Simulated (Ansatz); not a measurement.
# Cs2AgBiBr6: the cost of one run

Method: DFT r2SCAN, spin-orbit coupling, plane waves, PAW, and further levels as typed in the inputs, in Ansatz 0.2.0.

## 1. The system as given

It takes space group Fm-3m (No. 225, cubic). Conventional cell: a = 11.187 Å, b = 11.187 Å, c = 11.187 Å, α = 90.00°, β = 90.00°, γ = 90.00°. Cs (site symmetry -43m) is surrounded by 12 Br at 3.96 Å. Around Ag (site symmetry m-3m) lie 6 Br at 2.75 Å. Bi (site symmetry m-3m) is surrounded by 6 Br at 2.84 Å. Br (site symmetry 4mm) is surrounded by 1 Ag at 2.75 Å and 1 Bi at 2.84 Å and 4 Cs at 3.96 Å.

Coordinates:

```
Cs Ag Bi Br
1.0
     0.00000    5.59349    5.59349
     5.59349    0.00000    5.59349
     5.59349    5.59349    0.00000
Cs Ag Bi Br
2 1 1 6
Cartesian
  2.7967 2.7967 2.7967
  8.3902 8.3902 8.3902
  0.0000 0.0000 0.0000
  5.5935 5.5935 5.5935
  2.7529 5.5935 5.5935
  8.4341 5.5935 5.5935
  5.5935 2.7529 5.5935
  5.5935 8.4341 5.5935
  5.5935 5.5935 2.7529
  5.5935 5.5935 8.4341
```

## 2. Single point: Cs2AgBiBr6

It takes the final geometry of an earlier run.

Input file input.yaml:

```yaml
crystal:
  lattice:
    - [0.0, 5.5934910309, 5.5934910309]
    - [5.5934910309, 0.0, 5.5934910309]
    - [5.5934910309, 5.5934910309, 0.0]
  atoms:
    - { symbol: Cs, position: [0.25, 0.25, 0.25] }
    - { symbol: Cs, position: [0.75, 0.75, 0.75] }
    - { symbol: Ag, position: [0.0, 0.0, 0.0] }
    - { symbol: Bi, position: [0.5, 0.5, 0.5] }
    - { symbol: Br, position: [0.7539222537, 0.2460777463, 0.2460777463] }
    - { symbol: Br, position: [0.2460777463, 0.7539222537, 0.7539222537] }
    - { symbol: Br, position: [0.2460777463, 0.7539222537, 0.2460777463] }
    - { symbol: Br, position: [0.7539222537, 0.2460777463, 0.7539222537] }
    - { symbol: Br, position: [0.2460777463, 0.2460777463, 0.7539222537] }
    - { symbol: Br, position: [0.7539222537, 0.7539222537, 0.2460777463] }
scf:
  occupations: { method: fixed }
output:
  eigenvalues: true
hamiltonian:
  xc: r2scan
magnetization:
  noncollinear: true
  spin_orbit: true
kpoints:
  mp_grid: { grid: [4, 4, 4] }
```

Command:

```
ansatz run input.yaml --threads 8 --pin off --max-ram 40960MiB --backend cpu --events-out ev --progress --plain --runs-dir out
```

Q: Estimate wall time and peak memory on 8 threads of AMD EPYC 7R43 (Zen 3), shared host.

About 26 s, with a peak of 5.6 GiB.
